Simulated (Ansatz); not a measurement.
# NH₃Br (doublet): the correlation ladder at distance N1–H4 along a hydrogen transfer = 1.311 Å, cc-pVDZ

How much of the correlation energy of NH₃Br (doublet) does each wave-function method recover here?

Computed with Ansatz 0.2.0, Gaussian basis. Level: cc-pVDZ, core rule «outside noble gas», up to 15 orbitals frozen.

Plan: UHF; CCSD(T) on ROHF; CCSD(T) on UHF; BCCD(T) on ROHF; CISD; CCSDT(Q) on ROHF; CCSDT(Q) on UHF; CASSCF and MRCISD+Q, 3 electrons in 3 orbitals; CASSCF and NEVPT2, 3 electrons in 3 orbitals; CASSCF and NEVPT2, 15 electrons in 11 orbitals.

5 further runs of the same task are left out: 5 that didn't finish.

## Step 1: The geometry

The geometry derives from fragments relaxed apart (PBE0/def2-TZVP) and kept rigid, so it is no stationary point. A hydrogen atom is moved between rigid fragments. No spin-orbit coupling is included. The filled d shell of Br may be among the frozen orbitals whatever the setting's name suggests; the logs give the count.

5 atoms, charge 0, spin multiplicity 2.

Atoms are counted from 1 here; the program's logs count them from 0.

Bond lengths: N1–H2 1.012 Å, N1–H3 1.012 Å, N1–H4 1.311 Å. Angles: H2–N1–H3 107.1°, H2–N1–H4 107.1°, H3–N1–H4 107.1°.

## Step 2: UHF

in.yaml reads:

```yaml
crystal:
  periodic: [false, false, false]
  atoms:
    - {symbol: N, position_ang: [-2.676562, -0.005881, -0.009153]}
    - {symbol: H, position_ang: [-2.973842, 0.961952, -0.009152]}
    - {symbol: H, position_ang: [-2.973841, -0.408181, 0.871107]}
    - {symbol: H, position_ang: [-1.365562, -0.005881, -0.009153]}
    - {symbol: Br, position_ang: [0.561438, -0.005880, -0.009153]}
basis:
  gaussian: {orbitals: cc-pVDZ}
magnetization: {spin_polarized: true, initial_magnetization: 1}
hamiltonian: {xc: hf}
output: {orbitals: {seedname: orbitals}}
```

Command:

```sh
$ ansatz run in.yaml --threads 1 --pin off --events-out ev --progress --plain --max-ram 2393MiB
```

The runs that follow: CCSD(T) on ROHF; CCSD(T) on UHF; BCCD(T) on ROHF; CISD; CCSDT(Q) on ROHF; CCSDT(Q) on UHF; CASSCF and MRCISD+Q, 3 electrons in 3 orbitals; CASSCF and NEVPT2, 3 electrons in 3 orbitals; CASSCF and NEVPT2, 15 electrons in 11 orbitals.

Q: Predict the results of all the runs planned. Wanted: UCCSDT(Q) below the RHF energy; RMP2 from UCCSDT(Q); UMP2 from UCCSDT(Q); RCCSD from UCCSDT(Q); RCCSD(T) from UCCSDT(Q); UCCSD(T) from UCCSDT(Q); RCCSDT(Q) from UCCSDT(Q); NEVPT2 pair from UCCSDT(Q); MRCISD+Q pair from UCCSDT(Q).

**Answer**, as computed:

```
                         quantity                      value
   UCCSDT(Q) below the RHF energy                 -9.3838 eV
              RMP2 from UCCSDT(Q)                 +986.8 meV
              UMP2 from UCCSDT(Q)                +1199.4 meV
             RCCSD from UCCSDT(Q)                 +277.2 meV
          RCCSD(T) from UCCSDT(Q)                  +47.2 meV
          UCCSD(T) from UCCSDT(Q)                  +46.4 meV
         RCCSDT(Q) from UCCSDT(Q)                   +1.0 meV
       NEVPT2 pair from UCCSDT(Q)                +1031.9 meV
     MRCISD+Q pair from UCCSDT(Q)                 +157.4 meV
    NEVPT2 valence from UCCSDT(Q)                +1406.9 meV
levels within 1 kcal/mol (43 meV)  RCCSDT, UCCSDT, RCCSDT(Q)
                    T1 diagnostic                      0.033
   effectively unpaired electrons                       1.03
```

RCCSD(T) misses by +47.2 meV, 0.5 % of the correlation energy. One determinant dominates. Of the multireference levels listed MRCISD+Q pair comes nearest in total energy (+157.4 meV), which doesn't show that its space is the better one. Coupled cluster took another determinant than the lowest Hartree-Fock one. These misses are within one basis, not against nature; the frozen cores of restricted and unrestricted runs differ, which can shift their rows.
